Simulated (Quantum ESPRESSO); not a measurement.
Runs of Quantum ESPRESSO 7.5 on Ge. Symmetry: Fd-3m, No. 227, cubic system. Conventional cell: a = 5.657 Å, b = 5.657 Å, c = 5.657 Å, α = 90.00°, β = 90.00°, γ = 90.00°. Around Ge (site symmetry -43m) lie 4 Ge at 2.45 Å. 

```tsv
level	potentials or basis	k mesh	cutoff (eV)	form of the LDA correlation	SCF threshold	symmetry	gap on the mesh (eV)	pressure (GPa)
LDA	GBRV 1.5 LDA	10 × 10 × 10	612	PZ81	4e-10 Ry	-	none	-1.5
r2SCAN	SG15 PBE 1.2	8 × 8 × 8	952	-	1e-08 Ry	off	none	-1.5
PBEsol	GBRV 1.5 PBEsol	10 × 10 × 10	612	-	4e-10 Ry	-	none	(a)
PBE	SSSP 1.3 efficiency PBE	10 × 10 × 10	748	-	4e-10 Ry	-	none	3.6
```

Alike in all rows: task band structure; no spin polarisation; cell as given; smearing fermi-dirac 0.05 eV.

Task: Fill in the values left out.

Result: (a) 0.4.

Caveats: this crystal is a semiconductor, whose small gap the functional closes, so the metal is an error of the method; the potentials were made for another functional, which shifts forces and pressure (some runs).

A k mesh can miss the band edges, and the runs leave out spin-orbit coupling on Ge.

A gap of «none» marks a metal or a gap under the smearing width.

Not every run made on this cell is shown here.
